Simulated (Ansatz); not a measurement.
# ClGaHO radical: up Jacob's ladder to CCSD(T)

One table from this session's results is given with a row withheld; the runs are named, their logs left out.

Program: Ansatz 0.2.0, Gaussian basis. Level of theory: functionals in def2-TZVPP, the program's frozen cores in correlated methods. These are calculated values, not measurements.

The runs, in order: LDA (SPW92), PBE-D4, revPBE-D4, BLYP-D4, r2SCAN-D4, B97M-V, PBE0-D4, B3LYP-D4, r2SCANh-D4, r2SCAN0-D4, HSE06-D4, BHLYP-D4, CAM-B3LYP-D4, LC-ωPBE, ωB97X-V, ωB97M-V, B2PLYP, PBE-QIDH; CCSD(T)/def2-SVP; CCSD(T)/def2-TZVPP; CCSD(T)/def2-QZVPP; extrapolation to the limit; RPA on PBE.

## Structure used throughout

An earlier PBE0-D4 in a triple-zeta def2 set relaxation fixed the geometry.

SMILES `[OH][Ga][Cl]`, 4 atoms, charge 0, spin multiplicity 2.

Atoms are counted from 1 here; the program's logs count them from 0.

Bond lengths: O1–Ga2 1.791 Å, O1–H4 0.963 Å, Ga2–Cl3 2.174 Å. Angles: Ga2–O1–H4 112.0°, O1–Ga2–Cl3 118.1°.

Set-up of the first run:

Contents of in.yaml:

```yaml
crystal:
  periodic: [false, false, false]
  atoms:
    - {symbol: O, position_ang: [1.201160, -0.327848, -0.341689]}
    - {symbol: Ga, position_ang: [-0.424646, -0.919119, 0.122943]}
    - {symbol: Cl, position_ang: [-1.965070, 0.552477, 0.555222]}
    - {symbol: H, position_ang: [1.244055, 0.634292, -0.356775]}
basis:
  gaussian: {orbitals: def2-TZVPP}
magnetization: {spin_polarized: true, initial_magnetization: 1}
hamiltonian: {xc: lda}
output: {orbitals: {seedname: orbitals}}
```

The run is started by

```sh
> ansatz run in.yaml --threads 2 --pin off --events-out ev --progress --plain --max-ram 32768MiB --backend cpu
```

Steps of the session up to this table: LDA; PBE-D4 (GGA); revPBE-D4 (GGA); BLYP-D4 (GGA); r2SCAN-D4 (meta-GGA); B97M-V (meta-GGA); B3LYP-D4 (hybrid); r2SCANh-D4 (hybrid); r2SCAN0-D4 (hybrid); HSE06-D4 (hybrid); BHLYP-D4 (hybrid); CAM-B3LYP-D4 (range-separated); LC-ωPBE (range-separated); ωB97X-V (range-separated); ωB97M-V (range-separated); B2PLYP (double hybrid); PBE-QIDH (double hybrid).

One of the session's tables, all rows but one given; the rest of the session is left out.

It belongs to the step «Orbital energies across the functionals». 

| functional | HOMO (eV) | LUMO (eV) | gap (eV) |
| --- | --- | --- | --- |
| LDA (SPW92) | -5.97 | -5.04 | 0.92 |
| PBE-D4 | -5.86 | -4.67 | 1.19 |
| revPBE-D4 | -5.81 | -4.51 | 1.30 |
| BLYP-D4 | -5.69 | -4.75 | 0.94 |
| r2SCAN-D4 | -6.26 | -4.28 | 1.98 |
| B97M-V | -5.99 | -4.87 | 1.11 |
| PBE0-D4 | -6.98 | -3.72 | 3.26 |
| B3LYP-D4 | -6.74 | -4.19 | 2.55 |
| r2SCANh-D4 | -6.67 | -3.96 | 2.71 |
| r2SCAN0-D4 | -7.27 | -3.49 | 3.78 |
| HSE06-D4 | ? | ? | ? |
| BHLYP-D4 | -7.92 | -2.99 | 4.94 |
| CAM-B3LYP-D4 | -8.23 | -2.92 | 5.31 |
| LC-ωPBE | -9.59 | -1.36 | 8.23 |
| ωB97X-V | -9.10 | -1.78 | 7.32 |
| ωB97M-V | -9.02 | -2.00 | 7.02 |

Q: Estimate the row for HSE06-D4 from the others.

**Answer.** HOMO (eV): -6.58; LUMO (eV): -4.09; gap (eV): 2.48. In the column «HOMO (eV)» it lies between r2SCANh-D4 (-6.67) and r2SCAN-D4 (-6.26).
